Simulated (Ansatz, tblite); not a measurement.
## A script for RuBrCl (GFN2-xTB)

These are simulated results from tblite 0.8.0, not measurements. The cell was built from a prototype and was relaxed with r2SCAN in plane waves (Ansatz 0.2.0). It may be hypothetical. It is a single sheet, repeated along a and b, with vacuum along c. All runs are without spin polarisation.

The sheet's in-plane cell has a = 3.662 Å, b = 3.662 Å (γ = 120.0°), and its outermost atoms lie 2.59 Å apart along the normal. Around Ru lie 3 Cl at 2.46 Å and 3 Br at 2.50 Å; around Cl lie 3 Ru at 2.46 Å; around Br lie 3 Ru at 2.50 Å.

tblite solves periodic systems at the zone centre alone, so the script builds a cluster of 3×3×1 conventional cells (27 atoms), which folds in a coarse mesh of k points.

run.py reads:

```python
import json
from ase import Atoms
from ase.build import make_supercell
from ase.units import Bohr, GPa, Hartree
from tblite.interface import Calculator

atoms = Atoms(['Ru', 'Cl', 'Br'],
              cell=[[3.661648, 0.0, -0.0], [-1.830824, 3.17108, 0.0], [-0.0, -0.0, 29.955625]],
              scaled_positions=[[0.0, -0.0, 0.301458], [0.333333, 0.666667, 0.343151], [0.666667, 0.333333, 0.256724]],
              pbc=True)
cluster = make_supercell(atoms, [[3, 0, 0], [0, 3, 0], [0, 0, 1]])
calc = Calculator('GFN2-xTB', cluster.numbers, cluster.positions / Bohr, lattice=cluster.cell[:] / Bohr, periodic=cluster.pbc)
calc.set('temperature', 0.02 / Hartree)
calc.set('max-iter', 150)
res = calc.singlepoint()
levels = res.get('orbital-energies') * Hartree
nv = round(res.get('orbital-occupations').sum() / 2)
cells = len(cluster) // len(atoms)
out = {'energy_per_cell': res.get('energy') * Hartree / cells, 'homo': levels[nv - 1], 'lumo': levels[nv],
       'stress': (-res.get('virial') * Hartree / cluster.get_volume() / GPa).tolist(), 'charges': res.get('charges')[:len(atoms)].tolist(), 'electrons': 2 * nv / cells}
json.dump(out, open('results.json', 'w'))
for key, value in out.items():
    print(key, value)
```

Command: `python run.py`. It took 1.8 s on 1 thread of Arm Neoverse N1, with other jobs on the host, peak memory 0.098 GiB.

The log:

```
------------------------------------------------------------
  cycle        total energy    energy error   density error
------------------------------------------------------------
      1     -107.0491969106  -1.0709976E+02   6.6841823E-01
      2     -106.5522635425   4.9693337E-01   3.3822694E-01
      3     -107.1879878543  -6.3572431E-01   1.8219461E-01
      4     -107.4491814054  -2.6119355E-01   1.6407152E-01
      5     -107.8806635659  -4.3148216E-01   3.2452468E-02
      6     -107.8928264853  -1.2162919E-02   1.5276836E-02
      7     -107.8955054278  -2.6789425E-03   1.2037951E-02
      8     -107.8958692395  -3.6381171E-04   4.7316650E-03
      9     -107.8961657884  -2.9654897E-04   1.4297573E-03
     10     -107.8962295492  -6.3760716E-05   8.9089535E-04
     11     -107.8962312763  -1.7271441E-06   7.2046576E-04
     12     -107.8962353586  -4.0822520E-06   2.0391102E-04
     13     -107.8962363490  -9.9046339E-07   1.0792980E-04
     14     -107.8962366319  -2.8285997E-07   2.7387461E-05
     15     -107.8962366301   1.8301449E-09   1.7896265E-05
------------------------------------------------------------

 total:                                   0.915 sec
energy_per_cell -326.22290505742217
homo -11.063912968928276
lumo -10.16875594205219
stress [[0.7460592185538374, -1.0187819980589677e-05, 6.602665629634829e-06], [-1.0187819980563681e-05, 0.7460479542436738, -3.711256376110503e-06], [6.602665629632593e-06, -3.7112563761351548e-06, 0.17434030811658688]]
charges [-0.08136450586716204, 0.03207713998886365, 0.04925052068508699]
electrons 22.0
```

The cycle table is in hartree for the whole cluster, and the lines after it are in eV (the energy for one cell). The printed stress is in GPa and positive in compression, and the pressure is its mean diagonal, here averaged over the vacuum too.

GFN2-xTB gives a gap of 0.90 eV. On the same cell, plane-wave PBE (Ansatz, 12×12×1 k points and the special points) gives a gap of 1.13 eV and r2SCAN a gap of 1.60 eV; on shared hosts these took about 33 and 80 core-seconds on the 3-atom cell, against 1.8 for the script. Semilocal gaps usually lie below measured ones. xTB was fitted to molecules, so gaps, charges and pressures of solids can be far off, and the gap also depends on the size of the cluster.

xTB was fitted mostly to molecules, and a small cluster samples few k points, so gaps, pressures and kinks along a curve can be far from a solid's.

The runs are scalar-relativistic, without spin-orbit coupling.
